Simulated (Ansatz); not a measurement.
# C4H9ClFGa: the cost of one run

Method: the settings change from run to run; program: Ansatz 0.2.0, Gaussian basis.

## 1. The geometry

The structure was relaxed beforehand with PBE0-D4 in a triple-zeta def2 set.

16 atoms, charge 0, spin multiplicity 1.

Atoms are counted from 1 here; the program's logs count them from 0.

Bond lengths: C1–C2 1.526 Å, C1–H8 1.098 Å, C1–H9 1.093 Å, C1–H10 1.093 Å, C2–C3 1.522 Å, C2–C4 1.527 Å, C2–Ga5 1.979 Å, C3–H11 1.093 Å, C3–H12 1.097 Å, C3–H13 1.093 Å, C4–H14 1.094 Å, C4–H15 1.098 Å, C4–H16 1.093 Å, Ga5–F6 1.756 Å, Ga5–Cl7 2.140 Å. Angles: C2–C1–H8 109.3°, C2–C1–H9 112.2°, C2–C1–H10 112.3°, H8–C1–H9 107.6°, H8–C1–H10 107.2°, H9–C1–H10 108.1°, C1–C2–C3 110.7°, C1–C2–C4 109.8°, C1–C2–Ga5 108.1°, C3–C2–C4 110.5°, C3–C2–Ga5 110.1°, C4–C2–Ga5 107.6°, C2–C3–H11 112.2°, C2–C3–H12 109.5°, C2–C3–H13 112.2°, H11–C3–H12 107.6°, H11–C3–H13 107.6°, H12–C3–H13 107.5° and more.

## 2. PBE0-DH/6-31G*

Set apart from the defaults: unrestricted orbitals, finite nuclei.

in.yaml reads:

```yaml
crystal:
  periodic: [false, false, false]
  atoms:
    - {symbol: C, position_ang: [0.467489, 0.604587, 1.348249]}
    - {symbol: C, position_ang: [0.016103, -0.044025, 0.042311]}
    - {symbol: C, position_ang: [1.067725, -1.021531, -0.464016]}
    - {symbol: C, position_ang: [-1.318378, -0.756775, 0.252415]}
    - {symbol: Ga, position_ang: [-0.274277, 1.390975, -1.289140]}
    - {symbol: F, position_ang: [-1.320726, 2.752629, -0.923415]}
    - {symbol: Cl, position_ang: [0.552250, 1.517698, -3.259261]}
    - {symbol: H, position_ang: [0.583658, -0.169932, 2.117309]}
    - {symbol: H, position_ang: [-0.258581, 1.331771, 1.719739]}
    - {symbol: H, position_ang: [1.432723, 1.108649, 1.248547]}
    - {symbol: H, position_ang: [0.774117, -1.492582, -1.405185]}
    - {symbol: H, position_ang: [1.212257, -1.819334, 0.275498]}
    - {symbol: H, position_ang: [2.036000, -0.540457, -0.622607]}
    - {symbol: H, position_ang: [-1.673662, -1.249369, -0.657008]}
    - {symbol: H, position_ang: [-1.196651, -1.535634, 1.016308]}
    - {symbol: H, position_ang: [-2.100056, -0.076640, 0.600266]}
basis:
  gaussian: {orbitals: "6-31G*", nuclear_model: gaussian}
magnetization: {spin_polarized: true, initial_magnetization: 0}
hamiltonian: {xc: {name: PBE0-DH}}
output: {forces: true}
```

Command:

```
ansatz run in.yaml --threads 2 --pin off --events-out ev --progress --plain --max-ram 22528MiB --backend cpu
```

**Question.** How long does this run take on 2 threads of AMD EPYC 7R13, shared host, and how much memory does it need?

About 37 s, with a peak of 0.99 GiB.
